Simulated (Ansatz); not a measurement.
# AlBClFH5NO: the cost of one run

Program: Ansatz 0.2.0. Level of theory: RKS BHLYP/def2-SVP. These are calculated values, not measurements.

**1. The system as given**

Bond lengths: B1–F2 1.670 Å, B1–Cl3 1.860 Å, B1–N4 1.550 Å, N4–H5 1.060 Å, N4–H6 1.060 Å, B1–O7 1.710 Å, O7–Al8 1.780 Å, Al8–H9 1.560 Å, Al8–H10 1.560 Å, F2–H11 1.041 Å, O7–H11 1.132 Å, Al8–H11 1.436 Å. Angles (14 of 22 angles, heavy atoms first): F2–B1–Cl3 120.0°, F2–B1–N4 120.0°, F2–B1–O7 71.6°, Cl3–B1–N4 120.0°, Cl3–B1–O7 96.8°, N4–B1–O7 101.3°, B1–O7–Al8 125.0°, B1–F2–H11 80.7°, B1–N4–H5 120.0°, B1–N4–H6 120.0°, B1–O7–H11 76.7°, Al8–O7–H11 53.7°, O7–Al8–H9 120.0°, O7–Al8–H10 120.0°.

Structure file:

```xyz
11

B     0.0000    0.0000    0.0000
F     0.0000    0.0000    1.6700
Cl    1.6108    0.0000   -0.9300
N    -1.3423    0.0000   -0.7750
H    -2.0112   -0.8164   -0.6764
H    -1.5914    0.8164   -1.4036
O     0.0766    1.6210    0.5392
Al    0.7098    2.1426    2.1189
H     1.2046    1.0815    3.1499
H     0.7698    3.6608    2.4724
H     0.0485    1.0264    1.5024
```

**2. A restrained relaxation towards end A**

Springs on the bonds that form and break draw the guess towards this end; the thresholds are loose.

Input file input.yaml:

```yaml
crystal:
  periodic: [false, false, false]
  atoms:
    - { symbol: B, position_ang: [0.0, 0.0, 0.0] }
    - { symbol: F, position_ang: [0.0, 0.0, 1.67] }
    - { symbol: Cl, position_ang: [1.6108, 0.0, -0.93] }
    - { symbol: "N", position_ang: [-1.3423, 0.0, -0.775] }
    - { symbol: H, position_ang: [-2.0112, -0.8164, -0.6764] }
    - { symbol: H, position_ang: [-1.5914, 0.8164, -1.4036] }
    - { symbol: O, position_ang: [0.0766, 1.621, 0.5392] }
    - { symbol: Al, position_ang: [0.7098, 2.1426, 2.1189] }
    - { symbol: H, position_ang: [1.2046, 1.0815, 3.1499] }
    - { symbol: H, position_ang: [0.7698, 3.6608, 2.4724] }
    - { symbol: H, position_ang: [0.0485, 1.0264, 1.5024] }
basis:
  gaussian: { orbitals: def2-SVP }
hamiltonian:
  xc: { name: BHLYP }
relax:
  f_tol: 0.15
  max_steps: 25
  restrain:
    - { distance: [0, 6], at: 2.61, k: 30.0 }
    - { distance: [10, 1], at: 2.12, k: 30.0 }
    - { distance: [0, 1], at: 1.32, k: 30.0 }
    - { distance: [10, 6], at: 1.01, k: 30.0 }
```

On the command line:

```
$ ansatz run input.yaml --threads 4 --pin off --max-ram 5120MiB --backend cpu --events-out ev --progress --plain --runs-dir out
```

Q: Estimate wall time and peak memory on 4 threads of Arm Neoverse V2, shared host.

About 49 s, with a peak of 0.29 GiB.
